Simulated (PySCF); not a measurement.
# Me2Si(SMe)2: NMR shifts at several levels of theory, part 2 of 2

PySCF 2.14.0. Atoms count from 0. Earlier steps stand in the parts before.

### Step 6. Nuclear shieldings: LDA/pcSseg-1

What the job is given:

```
{"job": {"kind": "nmr", "xc": "LDA", "basis": "pcSseg-1", "pop": false}, "charge": 0, "multiplicity": 1}
C      1.779478     0.618601     1.835265
S      1.166911     1.396493     0.306462
Si     0.108311    -0.256652    -0.572715
C      1.210043    -1.734872    -0.889373
C     -0.637252     0.434828    -2.143441
S     -1.381589    -0.961000     0.808703
C     -2.334616     0.569984     1.062646
H      2.044264     1.426818     2.529771
H      2.672902     0.009140     1.640059
H      0.993199    -0.003615     2.287992
H      0.633353    -2.556483    -1.342408
H      1.655778    -2.106831     0.045447
H      2.025599    -1.457108    -1.574643
H     -1.269665     1.310085    -1.932428
H     -1.255924    -0.330528    -2.636829
H      0.155586     0.747806    -2.840934
H     -2.957035     0.422022     1.955013
H     -1.655396     1.418921     1.229477
H     -2.987756     0.778650     0.203813
```

Level: GIAO LDA/pcSseg-1 NMR shielding, non-relativistic, gas phase.

Output:

```text
coarse grid: 16656 points
cycle   1  E = -1239.9696399741  dE =  2.385e-01  |g| = 7.332e-01  |ddm| = 3.956e+00
cycle   2  E = -1239.7974020556  dE =  1.722e-01  |g| = 1.078e+00  |ddm| = 1.635e+00
cycle   3  E = -1240.1078947333  dE = -3.105e-01  |g| = 9.554e-02  |ddm| = 1.019e+00
cycle   4  E = -1240.1103141193  dE = -2.419e-03  |g| = 4.418e-02  |ddm| = 1.938e-01
cycle   5  E = -1240.1107378839  dE = -4.238e-04  |g| = 8.216e-03  |ddm| = 5.703e-02
cycle   6  E = -1240.1107517622  dE = -1.388e-05  |g| = 3.690e-03  |ddm| = 1.132e-02
cycle   7  E = -1240.1107550707  dE = -3.309e-06  |g| = 8.542e-04  |ddm| = 4.088e-03
final grid: 144720 points
cycle   8  E = -1240.1525383197  dE = -3.883e-05  |g| = 4.832e-03  |ddm| = 2.884e-02
cycle   9  E = -1240.1525320745  dE =  6.245e-06  |g| = 6.890e-03  |ddm| = 1.084e-02
cycle  10  E = -1240.1525439201  dE = -1.185e-05  |g| = 8.456e-04  |ddm| = 6.225e-03
cycle  11  E = -1240.1525441010  dE = -1.810e-07  |g| = 2.117e-04  |ddm| = 1.244e-03
cycle  12  E = -1240.1525441123  dE = -1.126e-08  |g| = 4.659e-05  |ddm| = 2.547e-04
cycle  13  E = -1240.1525441128  dE = -4.736e-10  |g| = 1.855e-05  |ddm| = 7.401e-05
converged SCF energy = -1240.1525441128

GIAO shielding tensors (ppm)
atom      isotropic    diamagn.    paramagn.     s11        s22        s33       span
  0 C      168.444     251.992     -83.548    155.161    159.727    190.445     35.284
  1 S      649.705    1060.330    -410.625    546.256    579.821    823.040    276.784
  2 Si     269.048     882.696    -613.648    210.482    295.591    301.073     90.592
  3 C      180.620     255.607     -74.986    166.070    181.585    194.206     28.136
  4 C      180.692     255.636     -74.943    166.055    181.511    194.511     28.456
  5 S      648.658    1060.283    -411.625    544.333    581.050    820.593    276.260
  6 C      168.347     251.967     -83.620    155.104    159.784    190.154     35.050
  7 H       29.024      28.666       0.358     23.210     25.731     38.129     14.919
  8 H       28.945      29.927      -0.982     23.160     26.472     37.203     14.043
  9 H       28.507      31.105      -2.598     22.201     29.684     33.635     11.433
 10 H       30.477      29.947       0.530     25.674     28.213     37.544     11.870
 11 H       30.231      31.272      -1.041     25.500     29.348     35.844     10.345
 12 H       30.691      29.993       0.698     26.367     27.540     38.166     11.799
 13 H       30.219      31.336      -1.117     25.526     29.308     35.824     10.298
 14 H       30.682      29.999       0.683     26.326     27.576     38.144     11.818
 15 H       30.468      29.982       0.486     25.709     28.163     37.533     11.824
 16 H       29.031      28.610       0.422     23.204     25.740     38.150     14.946
 17 H       28.524      31.105      -2.581     22.177     29.571     33.824     11.647
 18 H       28.967      30.048      -1.081     23.169     26.660     37.072     13.903
```

It took 37 s on 1 thread, shared host.

This run: δ C0 12.3, C3 0.1, S1 -169, Si2 49.3, H7 2.00, H10 0.37 ppm (means over like atoms).

### Step 7. Nuclear shieldings: WP04/pcSseg-1

Settings changed since step 6:

```diff
@@ -1,2 +1,2 @@
-{"job": {"kind": "nmr", "xc": "LDA", "basis": "pcSseg-1", "pop": false}, "charge": 0, "multiplicity": 1}
+{"job": {"kind": "nmr", "xc": "WP04", "basis": "pcSseg-1", "pop": false}, "charge": 0, "multiplicity": 1}
 C      1.779478     0.618601     1.835265
```

Method: GIAO WP04/pcSseg-1 NMR shielding, non-relativistic, gas phase.

Output:

```text
coarse grid: 16656 points
cycle   1  E = -1260.6318464989  dE =  2.284e-01  |g| = 8.184e-01  |ddm| = 3.962e+00
cycle   2  E = -1260.5809571331  dE =  5.089e-02  |g| = 9.072e-01  |ddm| = 1.599e+00
cycle   3  E = -1260.7927028806  dE = -2.117e-01  |g| = 9.228e-02  |ddm| = 8.522e-01
cycle   4  E = -1260.7945466959  dE = -1.844e-03  |g| = 2.768e-02  |ddm| = 1.315e-01
cycle   5  E = -1260.7947329544  dE = -1.863e-04  |g| = 8.811e-03  |ddm| = 3.834e-02
cycle   6  E = -1260.7947507730  dE = -1.782e-05  |g| = 2.688e-03  |ddm| = 8.277e-03
cycle   7  E = -1260.7947525876  dE = -1.815e-06  |g| = 3.819e-04  |ddm| = 2.914e-03
final grid: 144720 points
cycle   8  E = -1260.8532370872  dE = -5.146e-05  |g| = 9.375e-03  |ddm| = 3.465e-02
cycle   9  E = -1260.8532172923  dE =  1.979e-05  |g| = 1.279e-02  |ddm| = 1.702e-02
cycle  10  E = -1260.8532591179  dE = -4.183e-05  |g| = 7.737e-04  |ddm| = 1.058e-02
cycle  11  E = -1260.8532592732  dE = -1.552e-07  |g| = 2.182e-04  |ddm| = 1.278e-03
cycle  12  E = -1260.8532592831  dE = -9.928e-09  |g| = 6.928e-05  |ddm| = 2.441e-04
cycle  13  E = -1260.8532592841  dE = -1.041e-09  |g| = 2.490e-05  |ddm| = 8.410e-05
cycle  14  E = -1260.8532592843  dE = -1.555e-10  |g| = 3.701e-06  |ddm| = 3.042e-05
converged SCF energy = -1260.8532592843

GIAO shielding tensors (ppm)
atom      isotropic    diamagn.    paramagn.     s11        s22        s33       span
  0 C      155.809     251.616     -95.807    144.545    147.169    175.713     31.168
  1 S      626.606    1065.280    -438.674    518.933    540.789    820.095    301.162
  2 Si     294.637     885.125    -590.488    242.772    318.470    322.671     79.900
  3 C      171.335     256.750     -85.415    161.176    171.835    180.994     19.817
  4 C      171.374     256.798     -85.424    161.150    171.778    181.195     20.046
  5 S      625.887    1065.213    -439.325    517.409    542.081    818.172    300.763
  6 C      155.726     251.600     -95.875    144.466    147.217    175.493     31.027
  7 H       29.833      29.062       0.771     24.536     26.578     38.385     13.849
  8 H       29.718      30.818      -1.100     24.488     27.294     37.372     12.884
  9 H       29.337      32.930      -3.593     23.361     30.438     34.212     10.851
 10 H       31.239      30.869       0.370     26.815     29.101     37.801     10.987
 11 H       31.082      32.783      -1.701     26.784     30.223     36.238      9.453
 12 H       31.343      30.908       0.435     27.363     28.522     38.143     10.780
 13 H       31.074      32.873      -1.800     26.814     30.188     36.219      9.406
 14 H       31.336      30.921       0.415     27.329     28.560     38.119     10.790
 15 H       31.234      30.917       0.317     26.847     29.054     37.802     10.955
 16 H       29.842      28.973       0.869     24.532     26.580     38.414     13.882
 17 H       29.347      32.922      -3.575     23.357     30.326     34.358     11.001
 18 H       29.740      30.991      -1.251     24.490     27.471     37.259     12.769
```

Wall time 38 s (1 thread, shared host).

In short: δ C0 16.7, C3 1.1, S1 -164, Si2 44.1, H7 1.93, H10 0.35 ppm (means over like atoms).

### Step 8. Nuclear shieldings: mPW1PW91/pcSseg-1

Settings changed since step 7:

```diff
@@ -1,2 +1,2 @@
-{"job": {"kind": "nmr", "xc": "WP04", "basis": "pcSseg-1", "pop": false}, "charge": 0, "multiplicity": 1}
+{"job": {"kind": "nmr", "xc": "mPW1PW91", "basis": "pcSseg-1", "pop": false}, "charge": 0, "multiplicity": 1}
 C      1.779478     0.618601     1.835265
```

With the program's defaults for keys left out, this is: GIAO mPW1PW91/pcSseg-1 NMR shielding, non-relativistic, gas phase.

Output:

```text
coarse grid: 16656 points
cycle   1  E = -1245.4602175061  dE =  3.133e-01  |g| = 4.657e-01  |ddm| = 3.858e+00
cycle   2  E = -1245.4630706152  dE = -2.853e-03  |g| = 4.692e-01  |ddm| = 9.113e-01
cycle   3  E = -1245.5186644004  dE = -5.559e-02  |g| = 3.475e-02  |ddm| = 4.409e-01
cycle   4  E = -1245.5189510975  dE = -2.867e-04  |g| = 1.698e-02  |ddm| = 6.745e-02
cycle   5  E = -1245.5190244795  dE = -7.338e-05  |g| = 2.996e-03  |ddm| = 2.482e-02
cycle   6  E = -1245.5190260312  dE = -1.552e-06  |g| = 1.163e-03  |ddm| = 3.260e-03
final grid: 144720 points
cycle   7  E = -1245.5627151972  dE = -3.391e-05  |g| = 6.222e-03  |ddm| = 2.721e-02
cycle   8  E = -1245.5627106183  dE =  4.579e-06  |g| = 7.472e-03  |ddm| = 1.251e-02
cycle   9  E = -1245.5627247127  dE = -1.409e-05  |g| = 2.432e-04  |ddm| = 7.126e-03
cycle  10  E = -1245.5627247279  dE = -1.514e-08  |g| = 1.247e-04  |ddm| = 5.577e-04
cycle  11  E = -1245.5627247321  dE = -4.185e-09  |g| = 3.183e-05  |ddm| = 1.956e-04
cycle  12  E = -1245.5627247323  dE = -2.460e-10  |g| = 5.375e-06  |ddm| = 4.555e-05
converged SCF energy = -1245.5627247323

GIAO shielding tensors (ppm)
atom      isotropic    diamagn.    paramagn.     s11        s22        s33       span
  0 C      170.605     251.167     -80.563    159.757    162.780    189.278     29.520
  1 S      684.978    1060.708    -375.731    584.629    610.553    859.752    275.123
  2 Si     308.947     881.443    -572.496    258.089    332.488    336.265     78.177
  3 C      183.183     255.939     -72.755    171.524    184.139    193.887     22.363
  4 C      183.228     255.959     -72.732    171.519    184.029    194.134     22.614
  5 S      684.073    1060.662    -376.589    582.880    611.897    857.441    274.561
  6 C      170.530     251.158     -80.628    159.716    162.833    189.041     29.325
  7 H       29.522      29.022       0.500     23.701     26.145     38.721     15.019
  8 H       29.462      30.256      -0.794     23.737     26.961     37.687     13.951
  9 H       29.057      31.402      -2.345     22.630     30.301     34.241     11.611
 10 H       30.997      30.445       0.552     26.196     28.666     38.130     11.935
 11 H       30.787      31.826      -1.039     26.067     29.846     36.449     10.382
 12 H       31.159      30.472       0.687     26.804     28.045     38.627     11.823
 13 H       30.779      31.893      -1.115     26.098     29.809     36.429     10.332
 14 H       31.151      30.477       0.674     26.768     28.082     38.603     11.834
 15 H       30.989      30.481       0.508     26.227     28.614     38.126     11.899
 16 H       29.529      28.966       0.563     23.691     26.148     38.747     15.056
 17 H       29.071      31.405      -2.334     22.620     30.186     34.409     11.789
 18 H       29.486      30.376      -0.891     23.742     27.154     37.561     13.819
```

Wall time 36 s (1 thread, shared host).

Key values: δ C0 13.0, C3 0.3, S1 -192, Si2 41.9, H7 1.96, H10 0.34 ppm (means over like atoms).

### Step 9. Comparing the runs: NMR shifts

Shifts (ppm), means over like atoms, with basis size and wall time:

| run | C0 | C3 | H7 | H10 | S1 | Si2 | functions | time |
| --- | --- | --- | --- | --- | --- | --- | --- | --- |
| B97-D/pcSseg-1 | 15.0 | 0.5 | 2.05 | 0.35 | -159 | 43.1 | 200 | 48 s |
| wB97X-D/pcSseg-1 | 12.3 | 0.4 | 1.92 | 0.33 | -196 | 42.9 | 200 | 49 s |
| CAM-B3LYP/pcSseg-1 | 11.6 | 0.0 | 1.92 | 0.31 | -192 | 43.6 | 200 | 53 s |
| LDA/pcSseg-1 | 12.3 | 0.1 | 2.00 | 0.37 | -169 | 49.3 | 200 | 37 s |
| WP04/pcSseg-1 | 16.7 | 1.1 | 1.93 | 0.35 | -164 | 44.1 | 200 | 38 s |
| mPW1PW91/pcSseg-1 | 13.0 | 0.3 | 1.96 | 0.34 | -192 | 41.9 | 200 | 36 s |
| measured | – | – | – | – | – | 28.1 | – | – |

Measured: solution; U. Herzog, Habilitationsschrift, TU Bergakademie Freiberg, 2002/2003.

### Step 10. Summary of results

The summary covers parts 1 to 2.

| quantity | value |
| --- | --- |
| point group | C2 |
| rotational constants (main isotopes) | 1.51, 1.20, 1.01 GHz |
| ¹³C shifts against TMS (B97-D/pcSseg-1, means over atoms taken as alike) | 15.0, 0.5 ppm |
| ¹H shifts against TMS (B97-D/pcSseg-1, means over atoms taken as alike) | 2.05, 0.35 ppm |
| ³³S shifts against CS2 (B97-D/pcSseg-1, means over atoms taken as alike) | -159 ppm |
| ²⁹Si shifts against TMS (B97-D/pcSseg-1) | 43.1 ppm |
| measured, and computed on the same scale | Si2 δ 28.1, 43.1 ppm |
| range of the shift of S1 | -196 to -159 ppm |

Single values in the summary come from the first run of each kind that ended normally (B97-D/pcSseg-1), which need not be the best level. Over 8 steps the energy fell by 0.080 eV; of the close pairs, Si2–C3 changed most, 1.897 to 1.871 Å. At B97-D/pcSseg-1: Shielding is most anisotropic at S1, S5 (span 279 ppm, paramagnetic term -405 ppm). The one measured ²⁹Si shift is missed by +15.0 ppm (computed less measured, unscaled). Vibration, temperature and solvent are missing from the calculation, and it holds one conformer, so part of the miss against the measured shifts is not the functional's. In ppm, S1 (with its like atoms) moves most: its shift spreads over 37 ppm, from -196 (wB97X-D/pcSseg-1) to -159 (B97-D/pcSseg-1). For the one measured ²⁹Si shift, mPW1PW91/pcSseg-1 misses least (13.7 ppm, 36 s) and LDA/pcSseg-1 most (21.2 ppm, 37 s). One molecule ranks no method: errors cancel, and vibration and temperature are missing from all runs.
